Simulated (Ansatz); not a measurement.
**C2H7AlTe: a ladder of functionals and wavefunction methods**

The task here is to estimate one member of a computed series from the others.

Program: Ansatz 0.2.0, Gaussian basis. Level of theory: functionals in def2-TZVPP, the program's frozen cores in correlated methods. These are calculated values, not measurements.

The runs, in order: LDA (SPW92), PBE-D4, revPBE-D4, BLYP-D4, r2SCAN-D4, B97M-V, PBE0-D4, B3LYP-D4, r2SCANh-D4, r2SCAN0-D4, HSE06-D4, BHLYP-D4, CAM-B3LYP-D4, LC-ωPBE, ωB97X-V, ωB97M-V, B2PLYP, PBE-QIDH; CCSD(T)/def2-SVP; CCSD(T)/def2-TZVPP; MP2/def2-QZVPP; extrapolation to the limit; RPA on PBE.

### The relaxed structure

The geometry comes from an earlier relaxation with PBE0-D4 in a triple-zeta def2 set; it is a stationary point, not always the lowest conformer. Te takes the def2 core potential; no spin-orbit term is included.

SMILES `[AlH2][CH2]C[TeH]`, 11 atoms, charge 0, spin multiplicity 1.

Atoms are counted from 1 here; the program's logs count them from 0.

Bond lengths: Al1–C2 1.966 Å, Al1–H5 1.589 Å, Al1–H6 1.588 Å, C2–C3 1.515 Å, C2–H7 1.099 Å, C2–H8 1.099 Å, C3–Te4 2.168 Å, C3–H9 1.089 Å, C3–H10 1.089 Å, Te4–H11 1.660 Å. Angles: C2–Al1–H5 120.0°, C2–Al1–H6 119.5°, H5–Al1–H6 120.5°, Al1–C2–C3 114.8°, Al1–C2–H7 107.4°, Al1–C2–H8 107.4°, C3–C2–H7 111.0°, C3–C2–H8 111.0°, H7–C2–H8 104.7°, C2–C3–Te4 110.5°, C2–C3–H9 112.2°, C2–C3–H10 112.2°, Te4–C3–H9 106.6°, Te4–C3–H10 106.6°, H9–C3–H10 108.4°, C3–Te4–H11 95.0°.

Coordinates:

```mol
C2H7AlTe
  3D, bonds by distance, orders not assigned

 11 10  0  0  0  0  0  0  0  0999 V2000
   -1.0219    1.8676   -0.0445 Al  0  0
   -0.1697    0.2503    0.6784 C   0  0
    0.4003   -0.6882   -0.3661 C   0  0
    1.3033   -2.4179    0.5785 Te  0  0
   -1.0710    2.1047   -1.6152 H   0  0
   -1.6570    2.9289    0.9523 H   0  0
   -0.9140   -0.2620    1.3035 H   0  0
    0.6088    0.5755    1.3821 H   0  0
   -0.3660   -1.0666   -1.0417 H   0  0
    1.1804   -0.2159   -0.9621 H   0  0
    1.7721   -3.1332   -0.8445 H   0  0
  1  2  8  0
  2  3  8  0
  3  4  8  0
  1  5  8  0
  1  6  8  0
  2  7  8  0
  2  8  8  0
  3  9  8  0
  3 10  8  0
  4 11  8  0
M  END
```

The first run:

in.yaml

```yaml
crystal:
  periodic: [false, false, false]
  atoms:
    - {symbol: Al, position_ang: [-1.021869, 1.867645, -0.044534]}
    - {symbol: C, position_ang: [-0.169747, 0.250255, 0.678371]}
    - {symbol: C, position_ang: [0.400307, -0.688194, -0.366119]}
    - {symbol: Te, position_ang: [1.303270, -2.417905, 0.578476]}
    - {symbol: H, position_ang: [-1.071027, 2.104679, -1.615157]}
    - {symbol: H, position_ang: [-1.657000, 2.928863, 0.952252]}
    - {symbol: H, position_ang: [-0.913981, -0.262028, 1.303519]}
    - {symbol: H, position_ang: [0.608828, 0.575493, 1.382054]}
    - {symbol: H, position_ang: [-0.365988, -1.066592, -1.041727]}
    - {symbol: H, position_ang: [1.180449, -0.215876, -0.962053]}
    - {symbol: H, position_ang: [1.772058, -3.133238, -0.844482]}
basis:
  gaussian: {orbitals: def2-TZVPP}
hamiltonian: {xc: lda}
output: {orbitals: {seedname: orbitals}}
```

The run is started by

```bash
ansatz run in.yaml --threads 4 --pin off --events-out ev --progress --plain --max-ram 10444MiB
```

Steps of the session up to this table: LDA; PBE-D4 (GGA); revPBE-D4 (GGA); BLYP-D4 (GGA); r2SCAN-D4 (meta-GGA); B97M-V (meta-GGA); PBE0-D4 (hybrid); B3LYP-D4 (hybrid); r2SCANh-D4 (hybrid); r2SCAN0-D4 (hybrid); HSE06-D4 (hybrid); BHLYP-D4 (hybrid); CAM-B3LYP-D4 (range-separated); LC-ωPBE (range-separated); ωB97X-V (range-separated); ωB97M-V (range-separated); B2PLYP (double hybrid); PBE-QIDH (double hybrid).

One of the session's tables, all rows but one given; the rest of the session is left out.

It belongs to the step «Orbital energies across the functionals». 

```
  functional  HOMO (eV)  LUMO (eV)  gap (eV)
 LDA (SPW92)      -5.12      -2.60      2.51
      PBE-D4      -4.96      -2.36      2.61
   revPBE-D4      -4.91      -2.25      2.66
     BLYP-D4          ?          ?         ?
   r2SCAN-D4      -5.18      -2.02      3.17
      B97M-V      -5.22      -2.26      2.96
     PBE0-D4      -5.99      -1.58      4.41
    B3LYP-D4      -5.78      -1.80      3.98
  r2SCANh-D4      -5.56      -1.76      3.81
  r2SCAN0-D4      -6.14      -1.38      4.75
    HSE06-D4      -5.60      -1.95      3.65
    BHLYP-D4      -6.86      -0.83      6.03
CAM-B3LYP-D4      -7.23      -0.67      6.56
     LC-ωPBE      -8.54       0.46      9.00
     ωB97X-V      -8.22       0.31      8.53
     ωB97M-V      -8.11       0.00      8.11
```

Q: Estimate the row for BLYP-D4 from the others.

Worked estimate for «HOMO (eV)». Against the share of exact exchange, B3LYP-D4 (0.2, -5.78), BHLYP-D4 (0.5, -6.86) give a slope of -3.60 per unit share; at 0 the line stands at -5.06.

The run gave: HOMO (eV): -4.80; LUMO (eV): -2.26; gap (eV): 2.54. In «HOMO (eV)» the line misses by -0.26.
